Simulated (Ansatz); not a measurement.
Geometry optimisation, DFT PBE-D3(BJ), scalar-relativistic, plane waves, PAW (Ansatz 0.2.0).

The input (input.yaml):

```yaml
crystal:
  lattice:
    - [7.67918, 0.0, 0.0]
    - [3.83959, 6.650365, 0.0]
    - [0.0, 0.0, 17.868765]
  atoms:
    - { symbol: H, position: [0.1666667, 0.1666667, 0.0559636] }
    - { symbol: H, position: [0.6666667, 0.1666667, 0.0559636] }
    - { symbol: H, position: [0.1666667, 0.6666667, 0.0559636] }
    - { symbol: H, position: [0.6666667, 0.6666667, 0.0559636] }
    - { symbol: Si, position: [0.1666667, 0.1666667, 0.1399089] }
    - { symbol: Si, position: [0.6666667, 0.1666667, 0.1399089] }
    - { symbol: Si, position: [0.1666667, 0.6666667, 0.1399089] }
    - { symbol: Si, position: [0.6666667, 0.6666667, 0.1399089] }
    - { symbol: Si, position: [-0.1666667, 0.3333333, 0.1837706] }
    - { symbol: Si, position: [0.3333333, 0.3333333, 0.1837706] }
    - { symbol: Si, position: [-0.1666667, 0.8333333, 0.1837706] }
    - { symbol: Si, position: [0.3333333, 0.8333333, 0.1837706] }
    - { symbol: Si, position: [-0.1666667, 0.3333333, 0.3153554] }
    - { symbol: Si, position: [0.3333333, 0.3333333, 0.3153554] }
    - { symbol: Si, position: [-0.1666667, 0.8333333, 0.3153554] }
    - { symbol: Si, position: [0.3333333, 0.8333333, 0.3153554] }
    - { symbol: Si, position: [0.0, 0.0, 0.359217] }
    - { symbol: Si, position: [0.5, 0.0, 0.359217] }
    - { symbol: Si, position: [0.0, 0.5, 0.359217] }
    - { symbol: Si, position: [0.5, 0.5, 0.359217] }
    - { symbol: H, position: [0.5, 0.0, 0.4403642] }
    - { symbol: H, position: [0.0, 0.5, 0.4403642] }
    - { symbol: H, position: [0.5, 0.5, 0.4403642] }
    - { symbol: O, position: [-0.0116913, 0.179814, 0.4280522] }
    - { symbol: H, position: [-0.0563168, 0.2078388, 0.4800984] }
basis:
  ecutwfc: 420.0
kpoints:
  mp_grid: { grid: [2, 2, 1] }
hamiltonian:
  xc: pbe
  dispersion: d3bj
  pseudopotentials: { kind: paw, azcp: { folder: soft_1 } }
scf:
  occupations: { method: gaussian, width: 0.02 }
  lower_state_search: "off"
relax:
  f_tol: 0.03
  max_steps: 60
  adjacent_minimum: "off"
  constraints: [{ sites: [0, 1, 2, 3, 4, 5, 6, 7] }]
```

Launched with:

```bash
$ ansatz run input.yaml --threads 1 --pin off --max-ram 3072MiB --backend cpu --events-out ev --progress --plain --runs-dir out
```

Q: Where does it end, and by what steps?

A: The forces met the threshold. The force dipped under the threshold on the way, but the program's further checks kept it going. Limits of this set-up: thin slab, slab without dipole correction, open-shell adsorbate without spin. After 10 steps the energy has fallen by 1.624 eV; O24 moved furthest, 1.41 Å.

| step | energy less start (eV) | largest force component (eV/Å) | accepted |
| --- | --- | --- | --- |
| 0 | 0.0000 | 1.630 | yes |
| 1 | -0.5197 | 1.193 | yes |
| 2 | -0.8257 | 1.232 | yes |
| 3 | -1.0817 | 1.097 | yes |
| 4 | -1.2806 | 0.848 | yes |
| 5 | -1.4157 | 1.017 | yes |
| 6 | -1.5261 | 0.821 | yes |
| 7 | -1.5922 | 0.392 | yes |
| 8 | -1.6214 | 0.071 | yes |
| 9 | -1.6240 | 0.013 | yes |
| 10 | -1.6242 | 0.014 | yes |

```xyz
25
Lattice="7.6792 0.0000 0.0000 3.8396 6.6504 0.0000 0.0000 0.0000 17.8688" Properties=species:S:1:pos:R:3
H 1.920 1.108 1.000
H 5.759 1.108 1.000
H 3.840 4.434 1.000
H 7.679 4.434 1.000
Si 1.920 1.108 2.500
Si 5.759 1.108 2.500
Si 3.840 4.434 2.500
Si 7.679 4.434 2.500
Si 0.000 2.216 3.254
Si 3.840 2.217 3.260
Si 1.921 5.543 3.254
Si 5.758 5.543 3.262
Si 0.008 2.211 5.595
Si 3.841 2.217 5.603
Si 1.930 5.542 5.596
Si 5.770 5.537 5.609
Si 0.015 -0.005 6.373
Si 3.851 -0.001 6.359
Si 1.921 3.327 6.359
Si 5.767 3.317 6.357
H 3.863 0.002 7.862
H 1.917 3.328 7.862
H 5.770 3.304 7.862
O 0.105 -0.058 8.051
H -0.606 0.401 8.526
```

Whether the end is a true minimum wasn't checked by a vibrational analysis.

Time of the run: 2.1 min on 1 thread of Arm Neoverse V1, on a shared host, peak memory 0.9 GiB.
